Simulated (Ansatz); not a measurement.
# Cu: a trigonal deformation path

One table from this session's results is given with a row withheld; the runs are named, their logs left out.

Program: Ansatz 0.2.0. Level of theory: DFT PBEsol, scalar-relativistic, plane waves, PAW. These are calculated values, not measurements.

## The structure to begin with

It takes space group Fm-3m (No. 225, cubic). The conventional cell has a = 3.615 Å, b = 3.615 Å, c = 3.615 Å, α = 90.00°, β = 90.00°, γ = 90.00°. Cu (site symmetry m-3m) has 12 Cu at 2.56 Å in its first shell of neighbours.

Structure file:

```xyz
1
Lattice="0.0000 1.8075 1.8075 1.8075 0.0000 1.8075 1.8075 1.8075 0.0000" Properties=species:S:1:pos:R:3 pbc="T T T"
Cu    0.0000    0.0000    0.0000
```

No relaxation comes first: the listed cell is the starting point.

## The reference cell

The reference gives a free energy of -6588.7649 eV, pressure -6.46 GPa, largest force 0.000 eV/Å and gap on the mesh none (metal). It was computed beforehand with the settings of the runs below.

Set-up of the first run:

At fixed volume and fractional coordinates, lengths along (0.577, 0.577, 0.577) are scaled against those across it; ρ is that ratio over its starting value.

The input, input.yaml:

```yaml
crystal:
  lattice:
    - [-0.7591024326, 1.5182048651, 1.5182048651]
    - [1.5182048651, -0.7591024326, 1.5182048651]
    - [1.5182048651, 1.5182048651, -0.7591024326]
  atoms:
    - { symbol: Cu, position: [0.0, 0.0, 0.0] }
basis:
  ecutwfc: 420
kpoints:
  mp_grid: { grid: [24, 24, 24] }
hamiltonian:
  xc: pbesol
scf:
  occupations: { method: gaussian, width: 0.15 }
output:
  forces: true
  stress: true
  eigenvalues: true
```

On the command line:

```console
$ ansatz run input.yaml --threads 1 --pin off --max-ram 2560MiB --backend cpu --events-out ev --progress --plain --runs-dir out
```

Steps of the session up to this table: At ρ = 0.500; Point ρ = 2.000; At ρ = 0.710; At ρ = 1.410; Point ρ = 0.600; ρ = 0.850; ρ = 1.200; Point ρ = 1.700; ρ = 0.930; At ρ = 1.080.

One table of the session follows, with a row left open; its other results are not shown here.

It belongs to the step «The scan collected». The scan, with free energies counted from the undisturbed cell:

```
    ρ  ΔE (meV/atom)  pressure (GPa)
0.500          585.9            17.1
0.600          502.3            13.8
0.710          307.6             6.1
0.850           87.4            -2.8
0.930           20.5            -5.7
1.000            0.0            -6.5
1.080              ?               ?
1.200          138.9            -0.2
1.410          508.3            17.9
1.700         1212.0            55.1
2.000         2246.6           103.1
```

Estimate the missing values for ρ = 1.080.

Worked estimate for «ΔE (meV/atom)». A straight line through the neighbours (1.000, 0.0) and (1.200, 138.9) gives 0.0 + (138.9 − 0.0) × (1.080 − 1.000) / (1.200 − 1.000) = 55.6; a parabola fitted to 4 rows on both sides gives 31.8.

The run gave: ΔE (meV/atom): 25.1; pressure (GPa): -5.5. In «ΔE (meV/atom)» the line misses by +30.5 and the parabola by +6.7.
